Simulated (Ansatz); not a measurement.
**NH₂Br (triplet): wave-function methods side by side at distance Br1–H2 along a hydrogen transfer = 2.144 Å, cc-pVTZ**

Aim: climb from Hartree-Fock through coupled cluster and multireference methods for NH₂Br (triplet) at one geometry and basis, and see what each rung misses.

Method: cc-pVTZ, core rule «outside noble gas», up to 15 orbitals frozen; program: Ansatz 0.2.0, Gaussian basis.

To be run: UHF; CCSD(T) on ROHF; CCSD(T) on UHF; BCCD(T) on ROHF; CCSDT(Q) on ROHF; CCSDT(Q) on UHF; CASSCF and NEVPT2, 4 electrons in 4 orbitals; CASSCF and NEVPT2, 14 electrons in 10 orbitals.

### Step 1. The system

The geometry derives from fragments relaxed apart (PBE0/def2-TZVP) and kept rigid, so it is no stationary point. A hydrogen atom is moved between rigid fragments. No spin-orbit coupling is included. The filled d shell of Br may be among the frozen orbitals whatever the setting's name suggests; the logs give the count.

4 atoms, charge 0, spin multiplicity 3.

Atoms are counted from 1 here; the program's logs count them from 0.

Bond lengths: H2–N3 1.040 Å, N3–H4 1.040 Å. Angles: H2–N3–H4 105.0°.

Coordinates:

```csv
atom,x (Å),y (Å),z (Å)
Br1,-2.1953,0.2511,0.0000
H2,-0.0513,0.2511,0.0000
N3,0.9887,0.2511,0.0000
H4,1.2578,-0.7532,0.0000
```

### Step 2. UHF

in.yaml

```yaml
crystal:
  periodic: [false, false, false]
  atoms:
    - {symbol: Br, position_ang: [-2.195270, 0.251057, 0.000000]}
    - {symbol: H, position_ang: [-0.051270, 0.251057, 0.000000]}
    - {symbol: N, position_ang: [0.988730, 0.251057, 0.000000]}
    - {symbol: H, position_ang: [1.257811, -0.753170, 0.000000]}
basis:
  gaussian: {orbitals: cc-pVTZ}
magnetization: {spin_polarized: true, initial_magnetization: 2}
hamiltonian: {xc: hf}
output: {orbitals: {seedname: orbitals}}
```

Run with:

```bash
$ ansatz run in.yaml --threads 1 --pin off --events-out ev --progress --plain --max-ram 2816MiB --backend cpu
```

Further steps of the session: CCSD(T) on ROHF; CCSD(T) on UHF; BCCD(T) on ROHF; CCSDT(Q) on ROHF; CCSDT(Q) on UHF; CASSCF and NEVPT2, 4 electrons in 4 orbitals; CASSCF and NEVPT2, 14 electrons in 10 orbitals.

**Question.** What will the summary of the whole plan be? Wanted: UCCSDT(Q) below the RHF energy; RMP2 from UCCSDT(Q); UMP2 from UCCSDT(Q); RCCSD from UCCSDT(Q); RCCSD(T) from UCCSDT(Q); UCCSD(T) from UCCSDT(Q); RCCSDT(Q) from UCCSDT(Q); NEVPT2 pair from UCCSDT(Q); NEVPT2 valence from UCCSDT(Q).

**Answer**, as computed:

```
                         quantity                                                   value
   UCCSDT(Q) below the RHF energy                                             -10.4810 eV
              RMP2 from UCCSDT(Q)                                             +1317.3 meV
              UMP2 from UCCSDT(Q)                                             +1351.1 meV
             RCCSD from UCCSDT(Q)                                              +358.3 meV
          RCCSD(T) from UCCSDT(Q)                                               +42.8 meV
          UCCSD(T) from UCCSDT(Q)                                               +40.5 meV
         RCCSDT(Q) from UCCSDT(Q)                                                +4.2 meV
       NEVPT2 pair from UCCSDT(Q)                                             +1353.5 meV
    NEVPT2 valence from UCCSDT(Q)                                             +1907.1 meV
levels within 1 kcal/mol (43 meV)  RCCSD(T), UCCSD(T), BCCD(T), RCCSDT, UCCSDT, RCCSDT(Q)
                    T1 diagnostic                                                   0.025
   effectively unpaired electrons                                                    2.01
```

RCCSD(T) misses by +42.8 meV, 0.4 % of the correlation energy. One determinant dominates. Of the multireference levels listed NEVPT2 pair comes nearest in total energy (+1353.5 meV), which doesn't show that its space is the better one. These misses are within one basis, not against nature; the frozen cores of restricted and unrestricted runs differ, which can shift their rows.
